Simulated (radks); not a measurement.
**Numerical settings for Lu⁺**

Aim: see which numerical settings matter for the lutetium ion Lu+. Each run changes a setting or two against a run with the defaults. The defaults are a mesh step of 0.008 in ln r, a mesh end at 40 bohr or more, Anderson mixing 0.5 over 9 steps and a tight residual threshold, with the energy settled to 1e-9 hartree as well; every run has a cap on iterations.

Method: Dirac Kohn-Sham, PBE, spin-unpolarised, spherical densities, finite nucleus. Code: radks (a radial shooting solver on a logarithmic mesh, Libxc functionals) version 1.

### Step 1. The atom as given

* element: lutetium (Z = 71)
* charge: +1
* electrons: 70
* configuration: [Xe] 4f14 6s2
* nuclear rms radius: 5.37 fm

The outer shells:

Lu⁺
```
[Xe] core
4f [↑↓][↑↓][↑↓][↑↓][↑↓][↑↓][↑↓]
6s [↑↓]
```

### Step 2. Default settings

Input:

```text
Z 71
configuration [Xe] 4f14 6s2
relativity Dirac
functional pbe,pbe
spin unpolarised
j_filling energy
nucleus finite rms 5.37 fm
c 137.035999084
max_iterations 76
```

Launch:

```console
$ python run_ks.py task.json out
```

All runs below come from this command, one after another.

### Step 3. Mesh step in ln r 0.005

Input: that of step 2 with these lines changed.

```diff
@@ -8,2 +8,3 @@
 c 137.035999084
+mesh_step 0.005
 max_iterations 76
```

### Step 4. Mesh step in ln r 0.08

Input: that of step 3 with these lines changed.

```diff
@@ -8,3 +8,3 @@
 c 137.035999084
-mesh_step 0.005
+mesh_step 0.08
 max_iterations 76
```

### Step 5. Mesh step in ln r 0.02

Input: that of step 4 with these lines changed.

```diff
@@ -8,3 +8,3 @@
 c 137.035999084
-mesh_step 0.08
+mesh_step 0.02
 max_iterations 76
```

### Step 6. Mesh end (bohr) 12

Input: that of step 5 with these lines changed.

```diff
@@ -8,3 +8,3 @@
 c 137.035999084
-mesh_step 0.02
+mesh_end 12
 max_iterations 76
```

### Step 7. Mesh end (bohr) 400

Input: that of step 6 with these lines changed.

```diff
@@ -8,3 +8,3 @@
 c 137.035999084
-mesh_end 12
+mesh_end 400
 max_iterations 76
```

### Step 8. Residual threshold 0.001

Input: that of step 7 with these lines changed.

```diff
@@ -8,3 +8,3 @@
 c 137.035999084
-mesh_end 400
+threshold 0.001
 max_iterations 76
```

### Step 9. Residual threshold 1e-16

Input: that of step 8 with these lines changed.

```diff
@@ -8,3 +8,3 @@
 c 137.035999084
-threshold 0.001
+threshold 1e-16
 max_iterations 76
```

### Step 10. Mixing 0.01

Input: that of step 9 with these lines changed.

```diff
@@ -8,3 +8,3 @@
 c 137.035999084
-threshold 1e-16
+mixing 0.01
 max_iterations 76
```

### Step 11. Mixing history 1, mixing 0.05

Input: that of step 10 with these lines changed.

```diff
@@ -8,3 +8,4 @@
 c 137.035999084
-mixing 0.01
+history 1
+mixing 0.05
 max_iterations 76
```

### Step 12. Mixing history 1, mixing 0.8

Input: that of step 11 with these lines changed.

```diff
@@ -9,3 +9,3 @@
 history 1
-mixing 0.05
+mixing 0.8
 max_iterations 76
```

### Step 13. Mixing history 3

Input: that of step 12 with these lines changed.

```diff
@@ -8,4 +8,3 @@
 c 137.035999084
-history 1
-mixing 0.8
+history 3
 max_iterations 76
```

### Step 14. Iteration cap 3

Input: that of step 13 with these lines changed.

```diff
@@ -8,3 +8,2 @@
 c 137.035999084
-history 3
-max_iterations 76
+max_iterations 3
```

What does the calculation give? Wanted: for each run, setting; iterations; converged; change of E.

The runs gave:

| setting | mesh points | iterations | converged | change of E (mhartree) | time |
| --- | --- | --- | --- | --- | --- |
| Default settings | 2360 | 17 | yes | 0 | 0.24 s |
| mesh step in ln r 0.005 | 3775 | 17 | yes | 0 | 0.34 s |
| mesh step in ln r 0.08 | 236 | 4 | no | - | 0.03 s |
| mesh step in ln r 0.02 | 944 | 17 | yes | +0.0001872 | 0.1 s |
| mesh end (bohr) 12 | 2038 | 17 | yes | +0.005485 | 0.23 s |
| mesh end (bohr) 400 | 2476 | 17 | yes | 0 | 0.26 s |
| residual threshold 0.001 | 2360 | 10 | yes | +0.0006629 | 0.16 s |
| residual threshold 1e-16 | 2360 | 76 | no | - | 0.57 s |
| mixing 0.01 | 2360 | 51 | yes | 0 | 0.62 s |
| mixing history 1, mixing 0.05 | 2360 | 76 | no | - | 1.1 s |
| mixing history 1, mixing 0.8 | 2360 | 76 | no | - | 3 s |
| mixing history 3 | 2360 | 19 | yes | 0 | 0.28 s |
| iteration cap 3 | 2360 | 3 | no | - | 0.07 s |

In words: A zero stands for a change under the printed digits. No run that converges misses the default energy by more than 1 mhartree. Not converged or rejected: mesh step in ln r 0.08; residual threshold 1e-16; mixing history 1, mixing 0.05; mixing history 1, mixing 0.8; iteration cap 3.
